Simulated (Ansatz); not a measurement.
Working through a rigid scan of one bond length of CClFI, SMILES F[C](Cl)I

Program: the Ansatz DFT code, driven from Python.

Notebook, run cell by cell (the value of a cell's last expression is shown):

In [1]:
```python
import ansatz as az
import matplotlib.pyplot as plt
import numpy as np

BASIS_SET = "def2-SVP"
XC = "cam_b3lyp"
```

In [2]:
```python
geometry_ang = [
    ("F", [1.3862, 0.1054, 0.6042]),
    ("C", [0.1015, -0.0461, 0.0783]),
    ("Cl", [-0.8283, -1.4358, 0.5047]),
    ("I", [-0.6039, 1.3162, -1.2075]),
]
geometry = az.Crystal.molecule()
for symbol, xyz in geometry_ang:
    geometry = geometry.atom(symbol, xyz)

symbols = [site.symbol for site in geometry.cartesian_sites]
start = np.array([site.position_ang for site in geometry.cartesian_sites])
axis = (start[2] - start[1]) / np.linalg.norm(start[2] - start[1])
moving = [2]
lengths, energies = [1.47, 1.59, 1.73, 1.9, 2.16, 2.59, 3.11, 3.8], []
for length in lengths:
    xyz = start.copy()
    xyz[moving] += (length - np.linalg.norm(start[2] - start[1])) * axis
    point = az.Crystal.molecule()
    for symbol, place in zip(symbols, xyz):
        point = point.atom(symbol, place.tolist())
    job = point.calculation()
    job = job.basis(gaussian=BASIS_SET)
    job = job.functional(XC)
    job = job.spin("collinear", total=1)
    data = job.run().report
    energies.append(data["free_energy_ev"])
    print(f"r = {length:6.3f} A  E = {energies[-1]:.5f} eV  <S^2> = {abs(data['mean_field']['state']['spin_squared']):.3f}")
```
```text
r =  1.470 A  E = -24366.13201 eV  <S^2> = 0.756
r =  1.590 A  E = -24366.98561 eV  <S^2> = 0.756
r =  1.730 A  E = -24367.14070 eV  <S^2> = 0.757
r =  1.900 A  E = -24366.74793 eV  <S^2> = 0.758
r =  2.160 A  E = -24365.74837 eV  <S^2> = 0.767
r =  2.590 A  E = -24364.65921 eV  <S^2> = 0.825
r =  3.110 A  E = -24364.32991 eV  <S^2> = 0.874
r =  3.800 A  E = -24364.13347 eV  <S^2> = 0.980
```

In [3]:
```python
print("energy above the lowest point (eV):", [round(e - min(energies), 3) for e in energies])
plt.figure(figsize=(4.5, 3))
plt.plot(lengths, np.array(energies) - min(energies), "o-")
plt.xlabel("bond length (A)")
plt.ylabel("E - E(min) (eV)")
plt.tight_layout()
plt.savefig("scan.png", dpi=100)
```
```text
energy above the lowest point (eV): [1.009, 0.155, 0.0, 0.393, 1.392, 2.481, 2.811, 3.007]
```

Reading the output:
- Total energies depend on the basis set; only differences at equal settings carry meaning.
- The rest of the molecule is held rigid at a force-field or estimated start geometry, and the basis set is modest; single-reference methods fail as a bond breaks.
- def2 sets replace the cores of elements past krypton by effective core potentials.
- The run takes the species as open-shell (spin multiplicity 2), which needn't be its ground state.
- The expectation value of S² is noticeably off S(S+1) in at least one run, so that state is spin-contaminated.
- Spin-orbit coupling of the heavy open-shell atom is left out.
- It ran for 68 s on 1 thread of Arm Neoverse V1, with other jobs on the host, peak memory 0.35 GiB.
